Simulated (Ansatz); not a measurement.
# AlGaH (quartet): wave-function methods side by side at a displaced geometry (v2), cc-pVTZ

The task here is to estimate one member of a computed series from the others.

Computed with Ansatz 0.2.0, Gaussian basis. Level: cc-pVTZ, core rule «outside noble gas», up to 19 orbitals frozen.

Plan: UHF; CCSD(T) on ROHF; CCSD(T) on UHF; BCCD(T) on ROHF; CCSDT(Q) on ROHF; CCSDT(Q) on UHF; CASSCF and MRCISD+Q, 7 electrons in 9 orbitals; CASSCF and NEVPT2, 7 electrons in 9 orbitals.

23 further runs of the same task are left out: 2 for a known fault of the program, 7 that didn't finish, 14 set aside as unsound or not needed.

## The system

The geometry is a PBE0/def2-TZVP stationary point (not a proven minimum) with its atoms shifted at random (size 0.100 Å). No spin-orbit coupling is included. The filled d shell of Ga may be among the frozen orbitals whatever the setting's name suggests; the logs give the count.

3 atoms, charge 0, spin multiplicity 4.

Atoms are counted from 1 here; the program's logs count them from 0.

Bond lengths: Al1–Ga2 2.303 Å, Ga2–H3 1.569 Å. Angles: Al1–Ga2–H3 173.0°.

The first run:

Input file in.yaml:

```yaml
crystal:
  periodic: [false, false, false]
  atoms:
    - {symbol: Al, position_ang: [0.084376, 0.005225, 2.053498]}
    - {symbol: Ga, position_ang: [-0.080498, 0.013599, -0.243309]}
    - {symbol: H, position_ang: [-0.003878, -0.018825, -1.810189]}
basis:
  gaussian: {orbitals: cc-pVTZ}
magnetization: {spin_polarized: true, initial_magnetization: 3}
hamiltonian: {xc: hf}
output: {orbitals: {seedname: orbitals}}
```

Command:

```console
$ ansatz run in.yaml --threads 1 --pin off --events-out ev --progress --plain --max-ram 2393MiB
```

Steps of the session up to this table: UHF; CCSD(T) on ROHF; CCSD(T) on UHF; BCCD(T) on ROHF; CCSDT(Q) on ROHF; CCSDT(Q) on UHF; CASSCF and MRCISD+Q, 7 electrons in 9 orbitals; CASSCF and NEVPT2, 7 electrons in 9 orbitals.

One of the session's tables, all rows but one given; the rest of the session is left out.

It belongs to the step «Misses and costs». 

| method | from UCCSDT(Q) (meV) |
| --- | --- |
| ROHF | +3652.4 |
| UHF | +3591.9 |
| RMP2 | +860.3 |
| UMP2 | +870.2 |
| RCCSD | +238.0 |
| UCCSD | +228.6 |
| RCCSD(T) | +59.7 |
| UCCSD(T) | +53.0 |
| BCCD(T) | +59.0 |
| RCCSDT | +19.3 |
| UCCSDT | +11.7 |
| RCCSDT(Q) | +7.6 |
| UCCSDT(Q) | 0 |
| CASSCF valence | +2225.8 |
| NEVPT2 valence | +609.9 |
| MRCISD valence | ? |
| MRCISD+Q valence | +12.7 |

Q: Estimate the row for MRCISD valence from the others.

The run gave: from UCCSDT(Q) (meV): +140.6. In the column «from UCCSDT(Q) (meV)» it lies between RCCSD(T) (+59.7) and UCCSD (+228.6).

Limits of these values: Restricted and unrestricted rows rest on different reference determinants; where their highest levels disagree by more than a few hundredths of an eV, they describe different states and don't form one ladder.
